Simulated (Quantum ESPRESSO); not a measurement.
A run of Quantum ESPRESSO 7.5 is set up as follows.

pw.in

```
&CONTROL
  calculation = 'scf'
  prefix = 'pwscf'
  outdir = './tmp'
  pseudo_dir = './pseudo'
  tprnfor = .true.
  disk_io = 'low'
/
&SYSTEM
  ibrav = 0
  celldm(1) = 8
  nat = 1
  ntyp = 1
  ecutwfc = 66
  nbnd = 13
  input_dft = 'XC-000I-000I-120L-135L-000I-000I'
  occupations = 'smearing'
  smearing = 'fd'
  degauss = 0.00367493
/
&ELECTRONS
  conv_thr = 1d-09
  electron_maxstep = 150
  mixing_beta = 0.3
  mixing_mode = 'local-TF'
/
ATOMIC_SPECIES
Bi   208.9804 Bi_ONCV_PBE-1.2.upf
CELL_PARAMETERS alat
  0.7391947195392   0.0000000000000   0.0000000000000
  0.0000000000000   0.7391947195392   0.0000000000000
  0.0000000000000   0.0000000000000   5.6219352207617
ATOMIC_POSITIONS crystal
Bi     0.5000000000    0.5000000000    0.2941200000
K_POINTS automatic
9 9 1 0 0 0
```

Contents of pp_density.in:

```
&INPUTPP
  prefix = 'pwscf'
  outdir = './tmp'
  filplot = 'density.dat'
  plot_num = 0
/
&PLOT
  nfile = 1
  filepp(1) = 'density.dat'
  iflag = 3
  output_format = 6
  fileout = 'density.cube'
/
```

Contents of pp_potential.in:

```
&INPUTPP
  prefix = 'pwscf'
  outdir = './tmp'
  filplot = 'potential.dat'
  plot_num = 11
/
&PLOT
  nfile = 1
  filepp(1) = 'potential.dat'
  iflag = 3
  output_format = 6
  fileout = 'potential.cube'
/
```

Contents of pp_elf.in:

```
&INPUTPP
  prefix = 'pwscf'
  outdir = './tmp'
  filplot = 'elf.dat'
  plot_num = 8
/
&PLOT
  nfile = 1
  filepp(1) = 'elf.dat'
  iflag = 3
  output_format = 6
  fileout = 'elf.cube'
/
```

Potentials or basis: SG15 PBE 1.2.

Command:

```bash
$ OMP_NUM_THREADS=1 mpirun -n 2 pw.x -nk 2 -in pw.in > pw.out
$ OMP_NUM_THREADS=1 mpirun -n 1 pp.x -in pp_density.in > pp_density.out
$ OMP_NUM_THREADS=1 mpirun -n 1 pp.x -in pp_potential.in > pp_potential.out
$ OMP_NUM_THREADS=1 mpirun -n 1 pp.x -in pp_elf.in > pp_elf.out
```

(1) Estimate the work function of the upper face.

(2) Estimate the work function of the lower face.

(3) Estimate the band gap on the k mesh.

## Answers

(1) 4.59 eV.

(2) 4.59 eV.

(3) none (metal or under the smearing width).

Caveat: spin-orbit coupling is left out, which moves the levels of the heavy elements.
